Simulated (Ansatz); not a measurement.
# SbH₂+ (singlet): from Hartree-Fock to the top rungs at scale of all distances = 1.290, def2-SVP

Aim: climb from Hartree-Fock through coupled cluster and multireference methods for SbH₂+ (singlet) at one geometry and basis, and see what each rung misses.

Program: Ansatz 0.2.0, Gaussian basis. Level of theory: def2-SVP, core rule «outside noble gas», up to 9 orbitals frozen. These are calculated values, not measurements.

The runs, in order: UHF; CCSD(T) on RHF; CCSD(T) on UHF; BCCD(T) on RHF; CISD; CCSDT(Q) on RHF; CCSDT(Q) on UHF; CCSDTQ on RHF; CASSCF and MRCISD+Q, 2 electrons in 2 orbitals; CASSCF and NEVPT2, 2 electrons in 2 orbitals; CASSCF and MRCISD+Q, 6 electrons in 6 orbitals; CASSCF and NEVPT2, 6 electrons in 6 orbitals; Full CI.

20 further runs of the same task are left out: 16 that didn't finish, 4 set aside as unsound or not needed.

**1. What is computed**

The geometry derives from a PBE0/def2-TZVP stationary point (not a proven minimum). All distances are scaled together. No spin-orbit coupling is included. Elements past krypton take def2 core potentials.

3 atoms, charge 1, spin multiplicity 1.

Atoms are counted from 1 here; the program's logs count them from 0.

No contacts short enough for the rule that draws bonds.

**2. UHF**

The input, in.yaml:

```yaml
crystal:
  periodic: [false, false, false]
  atoms:
    - {symbol: Sb, position_ang: [0.000000, -0.025337, 0.000001]}
    - {symbol: H, position_ang: [0.000000, 1.530335, -1.561247]}
    - {symbol: H, position_ang: [0.000000, 1.530410, 1.561173]}
basis:
  gaussian: {orbitals: def2-SVP}
total_charge: 1
magnetization: {spin_polarized: true, initial_magnetization: 0}
hamiltonian: {xc: hf}
output: {orbitals: {seedname: orbitals}}
```

Started as:

```sh
> ansatz run in.yaml --threads 1 --pin off --events-out ev --progress --plain --max-ram 2393MiB
```

After this run come: CCSD(T) on RHF; CCSD(T) on UHF; BCCD(T) on RHF; CISD; CCSDT(Q) on RHF; CCSDT(Q) on UHF; CCSDTQ on RHF; CASSCF and MRCISD+Q, 2 electrons in 2 orbitals; CASSCF and NEVPT2, 2 electrons in 2 orbitals; CASSCF and MRCISD+Q, 6 electrons in 6 orbitals; CASSCF and NEVPT2, 6 electrons in 6 orbitals; Full CI.

Q: Predict the results of all the runs planned. Wanted: FCI below the RHF energy; RMP2 from FCI; UMP2 from FCI; RCCSD from FCI; RCCSD(T) from FCI; UCCSD(T) from FCI; RCCSDT(Q) from FCI; UCCSDT(Q) from FCI; NEVPT2 pair from FCI.

As calculated:

```
                         quantity                                                                                         value
         FCI below the RHF energy                                                                                    -3.4814 eV
                    RMP2 from FCI                                                                                   +1090.6 meV
                    UMP2 from FCI                                                                                   +1449.6 meV
                   RCCSD from FCI                                                                                    +120.3 meV
                RCCSD(T) from FCI                                                                                     +27.3 meV
                UCCSD(T) from FCI                                                                                     +30.3 meV
               RCCSDT(Q) from FCI                                                                                      +0.7 meV
               UCCSDT(Q) from FCI                                                                                      +1.8 meV
             NEVPT2 pair from FCI                                                                                    +780.9 meV
           MRCISD+Q pair from FCI                                                                                     -68.8 meV
          NEVPT2 valence from FCI                                                                                    +337.8 meV
levels within 1 kcal/mol (43 meV)  RCCSD(T), UCCSD(T), BCCD(T), RCCSDT, UCCSDT, RCCSDT(Q), UCCSDT(Q), RCCSDTQ, MRCISD+Q valence
                    T1 diagnostic                                                                                         0.023
   effectively unpaired electrons                                                                                          0.24
```

What this shows: RCCSD(T) misses by +27.3 meV, 0.8 % of the correlation energy. MRCISD+Q pair falls below full CI: the +Q correction isn't variational, and the cores differ from full CI's. The occupations show some static correlation. Of the multireference levels listed MRCISD+Q valence comes nearest in total energy (+3.0 meV), which doesn't show that its space is the better one. Coupled cluster took another determinant than the lowest Hartree-Fock one. These misses are within one basis, not against nature.
